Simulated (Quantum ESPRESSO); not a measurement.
A run of Quantum ESPRESSO 7.5 is set up as follows.

pw.in

```
&CONTROL
  calculation = 'scf'
  prefix = 'pwscf'
  outdir = './tmp'
  pseudo_dir = './pseudo'
  tprnfor = .true.
  tstress = .true.
  disk_io = 'nowf'
/
&SYSTEM
  ibrav = 0
  nat = 6
  ntyp = 2
  ecutwfc = 55
  ecutrho = 440
  nbnd = 18
  occupations = 'smearing'
  smearing = 'fd'
  degauss = 0.00367493
/
&ELECTRONS
  conv_thr = 1.2d-09
  electron_maxstep = 120
  mixing_beta = 0.5
/
ATOMIC_SPECIES
Mg    24.3050 Mg.pbe-n-kjpaw_psl.0.3.0.UPF
Be     9.0122 be_pbe_v1.4.uspp.F.UPF
CELL_PARAMETERS angstrom
   4.2360326100    0.0000000000    0.0000000000
  -2.1180163000    3.6685118500    0.0000000000
   0.0000000000    0.0000000000    3.4220539100
ATOMIC_POSITIONS crystal
Mg     0.0000000000    0.0000000000    0.0000000000
Be     0.3333333300    0.6666666700    0.0000000000
Be     0.6666666700    0.3333333300    0.0000000000
Be     0.5000000000    0.0000000000    0.5000000000
Be     0.5000000000    0.5000000000    0.5000000000
Be     0.0000000000    0.5000000000    0.5000000000
K_POINTS automatic
7 7 8 0 0 0
```

Potentials or basis: SSSP 1.3 efficiency PBE.

Command:

```console
$ OMP_NUM_THREADS=1 pw.x -in pw.in > pw.out
```

(1) What does it give for the band gap on the k mesh?

(2) Predict the pressure.

Answers

(1) none (metal or under the smearing width).

(2) 16.1 GPa.

Caveat: so large a pressure means that the cell lies far from this level's equilibrium, or that cutoff or potentials fall short.
